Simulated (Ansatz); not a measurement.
The system is CsLiCr2Te2S3.

```
Cs Li Cr Te S
1.0
     3.42162   -5.18069    0.00784
     3.42162    5.18069    0.00784
    -2.90411    0.00000    7.43093
Cs Li Cr Te S
1 1 2 2 3
Cartesian
  0.6167 0.0000 0.0649
  2.4219 0.0000 4.1212
  0.1728 2.1297 4.1498
  0.1728 -2.1297 4.1498
  4.0786 1.5993 2.1688
  4.0786 -1.5993 2.1688
  2.0049 -2.1476 5.4598
  2.0049 2.1476 5.4598
  0.0600 0.0000 3.5978
```

The cell was built by a generator and needn't be a form met in nature.

Base run:

```yaml
Program: Ansatz 0.2.0
Functional: BLYP
Potentials_or_basis: all-electron LAPW, scalar-relativistic
Cutoff: 292 eV
Density_cutoff: 1166 eV
Basis_error_allowed: 0.002 eV/atom
k_mesh: 4 × 4 × 3
Occupations: fermi-dirac, width 0.05 eV
Spin: collinear spin, ferromagnetic start
Starting_moments: "[0.0, 0.0, 3.0, 3.0, 0.0, 0.0, 0.0, 0.0, 0.0] μB"
```

Its results: pressure 2.3 GPa; net moment 4.01 μB per cell; site moments Cs -0.00; Li +0.00; Cr +2.16; Te -0.16; S -0.04 μB; largest force 0.255 eV/Å.

Question: After a change of settings the same cell gave: pressure 1.7 GPa; net moment 4.02 μB per cell; site moments Cs -0.00; Li +0.00; Cr +2.28; Te -0.20; S -0.07, -0.06 μB; largest force 0.177 eV/Å. Which change was it?
A. functional from BLYP to PBE
B. functional from BLYP to PBE; hubbard terms from none to Cr d U = 3 eV
C. functional from BLYP to RPBE
D. functional from BLYP to PBE; k mesh from 4 × 4 × 3 to 3 × 3 × 2

Answer: C.

Caveats: the k mesh is thin for a metal, which can move the energy by tens of meV per atom; only a ferromagnetic start was run, and an antiferromagnetic order may lie lower in energy.

Not every run made on this cell is shown here.
